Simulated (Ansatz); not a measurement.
# Cl2H2Sn: the cost of one run

Method: RKS PBE-D4/def2-SVP, in Ansatz 0.2.0.

## Step 1: The structure to begin with

Bond lengths: Sn1–Cl2 2.410 Å, Sn1–H3 1.740 Å, Sn1–Cl4 2.408 Å, Sn1–H5 1.739 Å. Angles: Cl2–Sn1–H3 109.4°, Cl2–Sn1–Cl4 109.5°, Cl2–Sn1–H5 109.5°, H3–Sn1–Cl4 109.5°, H3–Sn1–H5 109.5°, Cl4–Sn1–H5 109.5°.

Structure file:

```xyz
5

Sn    0.0000    0.0000    0.0000
Cl    0.0000    0.0000    2.4100
H     1.6408    0.0000   -0.5794
Cl   -1.1351    1.9666   -0.8025
H    -0.8195   -1.4198   -0.5794
```

## Step 2: Relaxing the start

File input.yaml:

```yaml
crystal:
  periodic: [false, false, false]
  atoms:
    - { symbol: Sn, position_ang: [0.0, 0.0, 0.0] }
    - { symbol: Cl, position_ang: [0.0, 0.0, 2.41] }
    - { symbol: H, position_ang: [1.6408, 0.0, -0.5794] }
    - { symbol: Cl, position_ang: [-1.1351, 1.9666, -0.8025] }
    - { symbol: H, position_ang: [-0.8195, -1.4198, -0.5794] }
basis:
  gaussian: { orbitals: def2-SVP }
hamiltonian:
  xc: pbe
  dispersion: d4
relax:
  f_tol: 0.02
  max_steps: 40
```

Launch:

```sh
$ ansatz run input.yaml --threads 1 --pin off --max-ram 2048MiB --backend cpu --events-out ev --progress --plain --runs-dir out
```

Q: Estimate wall time and peak memory on 1 thread of Arm Neoverse V1, shared host.

About 9.7 s, with a peak of 0.12 GiB.
